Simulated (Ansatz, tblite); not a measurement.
**Ga(NH2Me)H3 (CH₈GaN): spin-state energies by level**

Is the singlet the ground state of Ga(NH2Me)H3 (CH₈GaN)? Other spin states are computed and compared level by level.

The runs use Ansatz 0.2.0, Gaussian basis; as each input shows.

The runs, in order: triplet, at the geometry of the singlet (GFN1-xTB, PBE0-D4/def2-TZVP, PBE-D4/def2-TZVP, r2SCAN-D4/def2-TZVP); the singlet's energies come from earlier runs.

## Step 1: The relaxed structure

The singlet was relaxed beforehand with PBE-D4/def2-SVP.

11 atoms, charge 0, spin multiplicity 1.

Bond lengths: Ga1–N2 2.158 Å, Ga1–H9 1.593 Å, Ga1–H10 1.593 Å, Ga1–H11 1.593 Å, N2–C3 1.474 Å, N2–H4 1.029 Å, N2–H5 1.029 Å, C3–H6 1.110 Å, C3–H7 1.107 Å, C3–H8 1.107 Å. Angles: N2–Ga1–H9 98.2°, N2–Ga1–H10 98.2°, N2–Ga1–H11 98.3°, H9–Ga1–H10 117.7°, H9–Ga1–H11 118.1°, H10–Ga1–H11 118.1°, Ga1–N2–C3 114.3°, Ga1–N2–H4 107.2°, Ga1–N2–H5 107.1°, C3–N2–H4 110.9°, C3–N2–H5 110.9°, H4–N2–H5 106.0°, N2–C3–H6 113.0°, N2–C3–H7 109.0°, N2–C3–H8 109.0°, H6–C3–H7 109.1°, H6–C3–H8 109.1°, H7–C3–H8 107.5°.

## Step 2: Triplet at the fixed geometry, GFN1-xTB

Tight binding, by tblite at 300 K electronic temperature and without a spin-polarisation term:

```python
tblite.interface.Calculator('GFN1-xTB', numbers, positions, charge=0, uhf=2).singlepoint()
```

Energy -290.8601 eV; 0.006 s.

## Step 3: Triplet at the fixed geometry, PBE0-D4/def2-TZVP

in.yaml reads:

```yaml
crystal:
  periodic: [false, false, false]
  atoms:
    - {symbol: Ga, position_ang: [-0.242525, -0.394186, -1.631659]}
    - {symbol: N, position_ang: [-0.254016, -0.427596, 0.525639]}
    - {symbol: C, position_ang: [0.432755, 0.714633, 1.154186]}
    - {symbol: H, position_ang: [0.171467, -1.318111, 0.818151]}
    - {symbol: H, position_ang: [-1.238466, -0.473023, 0.822996]}
    - {symbol: H, position_ang: [0.412356, 0.676682, 2.263559]}
    - {symbol: H, position_ang: [1.485163, 0.734978, 0.812351]}
    - {symbol: H, position_ang: [-0.045558, 1.653507, 0.815631]}
    - {symbol: H, position_ang: [1.334850, -0.400095, -1.851761]}
    - {symbol: H, position_ang: [-1.015557, 0.982272, -1.842498]}
    - {symbol: H, position_ang: [-1.040459, -1.749060, -1.886586]}
basis:
  gaussian: {orbitals: def2-TZVP}
magnetization: {spin_polarized: true, initial_magnetization: 2}
hamiltonian: {xc: pbe0, dispersion: d4}
scf: {omitted_lower_state_checks: [starts]}
output: {orbitals: {seedname: orbitals}}
```

Run with:

```sh
$ ansatz run in.yaml --threads 4 --pin off --events-out ev --progress --plain --max-ram 3916MiB
```

The log of the run:

```text
Functional definition: PBE0
  name "PBE0"
  cite "Adamo & Barone, J. Chem. Phys. 110, 6158 (1999) doi:10.1063/1.478522"
  cite "Perdew, Burke & Ernzerhof, Phys. Rev. Lett. 77, 3865 (1996) doi:10.1103/PhysRevLett.77.3865"
  parent pbe
  parameter a = 0.25
  parameter kappa = 0.804
  parameter beta = 0.06672455060314922
  exchange = (1 - a)*pbe_x(kappa = kappa, mu = beta*pi^2/3) + a*exact_x
  correlation = pbe_c(beta = beta)
these checks for a lower state are left out or cut short: starts
1100 factors; their error is unknown
mean field evaluation 1: about -55010.6914 eV, gradient 4.6e1 eV
mean field evaluation 2: about -54984.2388 eV, gradient 8.1e1 eV
mean field evaluation 4: about -55019.7298 eV, gradient 6.2e0 eV
mean field evaluation 8: about -55019.9157 eV, gradient 3.1e-1 eV
mean field evaluation 16: about -55020.0948 eV, gradient 3.9e-2 eV
mean field -55020.10637563 eV, -2021.9516153367 hartree, gradient 5.9e-6 eV, S^2 2.008574; 0 other end points of the search recorded, 0 dependent functions left out
reference -55020.10641346 eV, -2021.9516167270 hartree; 27, 25 occupied and 131, 133 virtual orbitals, 1100 factors
Total energy: -55020.26181029 eV, -2021.9573274553 hartree
Checks for a lower state left out: starts
```

Run time: 10 s. Hardware: 4 threads of Arm Neoverse V1, shared host; peak memory 0.67 GiB.

HOMO -1.97 eV, LUMO -6.47 eV (over both spins; with the spin held, an empty level of the minority spin lies below the top filled one); ⟨S²⟩ 2.009 (pure: 2.00).

## Step 4: Triplet at the fixed geometry, PBE-D4/def2-TZVP

start.molden holds the orbitals of an earlier run on this state, given as this run's starting guess.

Changes to in.yaml since step 3:

```diff
@@ -15,5 +15,5 @@
 basis:
-  gaussian: {orbitals: def2-TZVP}
+  gaussian: {orbitals: def2-TZVP, initial_orbitals: start.molden}
 magnetization: {spin_polarized: true, initial_magnetization: 2}
-hamiltonian: {xc: pbe0, dispersion: d4}
+hamiltonian: {xc: pbe, dispersion: d4}
 scf: {omitted_lower_state_checks: [starts]}
```

The command is unchanged.

The log of the run:

```text
Functional definition: PBE
  name "PBE"
  cite "Perdew, Burke & Ernzerhof, Phys. Rev. Lett. 77, 3865 (1996) doi:10.1103/PhysRevLett.77.3865"
  parent pbe
  parameter kappa = 0.804
  parameter beta = 0.06672455060314922
  exchange = pbe_x(kappa = kappa, mu = beta*pi^2/3)
  correlation = pbe_c(beta = beta)
these checks for a lower state are left out or cut short: starts
1055 factors; their error is unknown
mean field evaluation 1: about -55018.8235 eV, gradient 7.0e0 eV
mean field evaluation 2: about -55018.9535 eV, gradient 2.8e-1 eV
mean field evaluation 4: about -55018.9380 eV, gradient 6.0e-1 eV
mean field evaluation 8: about -55018.9409 eV, gradient 3.6e-4 eV
mean field -55018.94092390 eV, -2021.9087857758 hartree, gradient 2.1e-5 eV, S^2 2.003980; 0 other end points of the search recorded, 0 dependent functions left out
reference -55018.94097557 eV, -2021.9087876746 hartree; 27, 25 occupied and 131, 133 virtual orbitals, 1055 factors
Total energy: -55019.12621843 eV, -2021.9155952241 hartree
Checks for a lower state left out: starts
```

It took 3.5 s on 4 threads of Arm Neoverse V1, shared host.

From the report: HOMO -1.50 eV, LUMO -7.30 eV (over both spins; with the spin held, an empty level of the minority spin lies below the top filled one); ⟨S²⟩ 2.004 (pure: 2.00).

## Step 5: Triplet at the fixed geometry, r2SCAN-D4/def2-TZVP

Changes to in.yaml since step 4:

```diff
@@ -17,3 +17,3 @@
 magnetization: {spin_polarized: true, initial_magnetization: 2}
-hamiltonian: {xc: pbe, dispersion: d4}
+hamiltonian: {xc: r2scan, dispersion: d4}
 scf: {omitted_lower_state_checks: [starts]}
```

Same command.

The log of the run:

```text
Functional definition: r2SCAN
  name "r2SCAN"
  cite "Furness, Kaplan, Ning, Perdew & Sun, J. Phys. Chem. Lett. 11, 8208 (2020) doi:10.1021/acs.jpclett.0c02405"
  cite "Furness, Kaplan, Ning, Perdew & Sun, J. Phys. Chem. Lett. 11, 9248 (2020) doi:10.1021/acs.jpclett.0c03077"
  parent r2scan
  parameter k0 = 0.174
  parameter k1 = 0.065
  parameter a1 = 4.9479
  exchange = r2scan_x(k0 = k0, k1 = k1, a1 = a1)
  correlation = r2scan_c
these checks for a lower state are left out or cut short: starts
1055 factors; their error is unknown
mean field evaluation 1: about -55028.4748 eV, gradient 4.4e0 eV
mean field evaluation 2: about -55028.5251 eV, gradient 1.2e-1 eV
mean field evaluation 4: about -55028.4937 eV, gradient 6.6e-2 eV
mean field evaluation 8: about -55028.4938 eV, gradient 2.0e-5 eV
mean field evaluation 16: about -55028.4938 eV, gradient 1.6e-5 eV
mean field -55028.49376872 eV, -2022.2598463476 hartree, gradient 1.6e-5 eV, S^2 2.010423; 0 other end points of the search recorded, 0 dependent functions left out
reference -55028.49378616 eV, -2022.2598469886 hartree; 27, 25 occupied and 131, 133 virtual orbitals, 1055 factors
Total energy: -55028.53891588 eV, -2022.2615054752 hartree
Checks for a lower state left out: starts
```

Run time: 14 s. Hardware: 4 threads of Arm Neoverse V1, shared host.

HOMO -1.56 eV, LUMO -7.22 eV (over both spins; with the spin held, an empty level of the minority spin lies below the top filled one); ⟨S²⟩ 2.010 (pure: 2.00).

## Step 6: Triplet less singlet, vertical

The singlet's energies are those of its earlier runs, whose logs aren't repeated here.

```csv
level,"triplet less singlet, vertical (kJ/mol)",time
GFN1-xTB,+746.8,0.013 s
PBE-D4/def2-TZVP,+555.0,4.8 s
r2SCAN-D4/def2-TZVP,+579.7,17 s
PBE0-D4/def2-TZVP,+593.9,12 s
```

Times add the two runs; a level without a time comes out of a correlated run. Tight binding without a spin term can't rank spin states.

## Step 7: Outcome

```
                                                quantity                                       value
triplet less singlet, vertical, functionals in def2-TZVP  +555.0 (PBE-D4) to +593.9 kJ/mol (PBE0-D4)
```

What this shows: All functionals put the triplet above the singlet, over a spread of 38.9 kJ/mol. The checks for a lower triplet were left out, so another state of that spin may lie lower. These are electronic energies, without zero-point motion, entropy or surroundings.
